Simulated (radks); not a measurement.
# The Coulomb parameter U of the 3d shell of Cr²⁺

An exercise on one series of results from a longer session: the logs are not shown, and one member is left open.

The numbers are computed with radks (a radial shooting solver on a logarithmic mesh, Libxc functionals) version 1 (Dirac Kohn-Sham, PBEsol, spin-unpolarised, spherical densities, finite nucleus; open shells are shared between the two j in proportion to 2j + 1), except any that are marked as measured or tabulated.

### What is computed

- element: chromium (Z = 24)
- charge: +2
- electrons: 22
- configuration: [Ar] 3d3 4p1
- nuclear rms radius: 3.6452 fm

Outer shells as boxes (Hund's rule):

Cr²⁺
```
[Ar] core
3d [↑ ][↑ ][↑ ][  ][  ]
4p [↑ ][  ][  ]
```

The first run:

The run's settings:

```text
Z 24
configuration [Ar] 3d3 4p1
relativity Dirac
functional pbe_sol,pbe_sol
spin unpolarised
j_filling average
nucleus finite rms 3.6452 fm
c 137.035999084
```

Among the steps run: Start: [Ar] 3d3 4p1.

One of the session's tables, all rows but one given; the rest of the session is left out.

It belongs to the step «Start: [Ar] 3d3 4p1». Sizes of the orbitals, from the radial functions (bohr):

```
level     <r>  outermost maximum (interpolated)  90 % within  nodes
2p3/2  0.2610                             0.199        0.428      0
3s1/2  0.8895                             0.773         1.33      2
3p1/2  0.9353                             0.787         1.43      1
3p3/2  0.9434                             0.794         1.45      1
3d3/2       ?                                 ?            ?      ?
3d5/2   1.130                             0.795         1.90      0
4p1/2   2.991                              2.64         4.39      2
4p3/2   3.009                              2.66         4.42      2
```

Estimate the missing values for 3d3/2.

As computed: <r>: 1.127; outermost maximum (interpolated): 0.793; 90 % within: 1.89; nodes: 0. In the column «<r>» it lies between 3p3/2 (0.9434) and 3d5/2 (1.130).
